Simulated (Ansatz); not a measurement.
# Co: energy and pressure over a range of volumes

An exercise on one series of results from a longer session: the logs are not shown, and one member is left open.

Method: DFT PBEsol, scalar-relativistic, in Ansatz 0.2.0.

### The system as given

It takes space group P6_3/mmc (No. 194, hexagonal). The conventional cell has a = 2.519 Å, b = 2.519 Å, c = 4.091 Å, α = 90.00°, β = 90.00°, γ = 120.00°. Co (site symmetry -6m2) has 12 Co at 2.51 to 2.52 Å as nearest neighbours.

Coordinates:

```
CELL_PARAMETERS angstrom
2.51900 0.00000 0.00000
-1.25950 2.18152 0.00000
0.00000 0.00000 4.09100
ATOMIC_POSITIONS crystal
Co 0.33333 0.66667 0.25000
Co 0.66667 0.33333 0.75000
```

Atoms are numbered in the order of the input: Co1, Co2.

Set-up of the first run:

File input.yaml:

```yaml
crystal:
  lattice:
    - [2.4849561438, 0.0, 0.0]
    - [-1.2424780719, 2.1520351478, 0.0]
    - [0.0, 0.0, 4.0357094384]
  atoms:
    - { symbol: Co, position: [0.3333333333, 0.6666666667, 0.25], spin: 2.0 }
    - { symbol: Co, position: [0.6666666667, 0.3333333333, 0.75], spin: 2.0 }
magnetization:
  spin_polarized: true
kpoints:
  mp_grid: { grid: [19, 19, 10] }
  band_path:
    path:
      - [0.0, 0.0, 0.0]
      - [0.5, 0.0, 0.0]
      - [0.3333333333, 0.3333333333, 0.0]
      - [0.0, 0.0, 0.0]
      - [0.0, 0.0, 0.5]
      - [0.5, 0.0, 0.5]
      - [0.3333333333, 0.3333333333, 0.5]
      - [0.0, 0.0, 0.5]
      - [0.5, 0.0, 0.5]
    npoints: 5
scf:
  occupations: { method: fermi_dirac, width: 0.05 }
hamiltonian:
  xc: pbesol
  pseudopotentials: { kind: all_electron, lapw: { basis_error: 0.0005 } }
output:
  forces: true
  stress: true
  eigenvalues: true
```

The run is started by

```
> ansatz run input.yaml --threads 1 --pin off --max-ram 3072MiB --backend cpu --events-out ev --progress --plain --runs-dir out
```

Steps of the session up to this table: Volume × 0.96, LAPW; Volume × 0.96, PAW; Volume × 0.96, crystal datasets; Volume × 0.99, LAPW; Volume × 0.99, PAW; Volume × 0.99, crystal datasets; Volume × 1.02, LAPW; Volume × 1.02, PAW; Volume × 1.02, crystal datasets; Volume × 1.06, LAPW; Volume × 1.06, PAW; Volume × 1.06, crystal datasets.

One of the session's tables, all rows but one given; the rest of the session is left out.

| method | volume (Å³/atom) | pressure (GPa) | moment Co1 (μB) |
| --- | --- | --- | --- |
| LAPW | 10.791 | -8.85 | 1.66 |
| LAPW | 11.128 | -14.52 | 1.69 |
| LAPW | 11.465 | -19.22 | 1.71 |
| LAPW | 11.915 | -24.29 | 1.74 |
| PAW | 10.791 | -8.77 | 1.68 |
| PAW | 11.128 | -14.45 | 1.71 |
| PAW | 11.465 | -19.17 | 1.73 |
| PAW | 11.915 | -24.26 | 1.77 |
| crystal datasets | 10.791 | -8.85 | 1.68 |
| crystal datasets | 11.128 | -14.51 | 1.71 |
| crystal datasets | 11.465 | ? | ? |
| crystal datasets | 11.915 | -24.29 | 1.77 |

Estimate the missing values for crystal datasets, 11.465.

As computed: pressure (GPa): -19.22; moment Co1 (μB): 1.74.

Caveats from the session: Other magnetic orders may lie lower; this is the state that the run reached. Warnings in the runs' records: crystal datasets made, stability check not made.
